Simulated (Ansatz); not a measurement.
The system is YbH3.

```
Yb H
1.0
     0.00000    2.60497    2.60497
     2.60497    0.00000    2.60497
     2.60497    2.60497    0.00000
Yb H
1 3
Direct
  0.00000 0.00000 0.00000
  0.50000 0.50000 0.50000
  0.25000 0.25000 0.25000
  0.75000 0.75000 0.75000
```

The cell comes from a database or a generator and needn't be the stable form of this composition.

Base run:

```yaml
Program: Ansatz 0.2.0
Functional: PBE
Potentials_or_basis: Ansatz PAW
Cutoff: "420 eV (not typed: the program's choice for these potentials)"
k_mesh: 9 × 9 × 9
Occupations: fermi-dirac, width 0.05 eV
Spin: collinear spin, ferromagnetic start
Starting_moments: "[1.0, 0.0, 0.0, 0.0] μB"
Hubbard_terms: Yb f U = 6 eV
```

Its results: band gap on the k mesh none (metal or under the smearing width); pressure -2.1 GPa; net moment 0.00 μB per cell.

Problem. After a change of settings the same cell gave: band gap on the k mesh none (metal or under the smearing width); pressure -3.2 GPa; net moment 0.36 μB per cell; site moments Yb +0.36; H -0.01, +0.00 μB. Which change was it?
A. hubbard terms from Yb f U = 6 eV to none; hubbard projectors from ortho-atomic (the default) to none
B. hubbard terms from Yb f U = 6 eV to Yb f U = 2 eV
C. hubbard terms from Yb f U = 6 eV to Yb f U = 5 eV

Solution. C.

Caveats: the magnetic or orbital state may not be the lowest; spin-orbit coupling is left out, which moves the levels of the heavy elements.
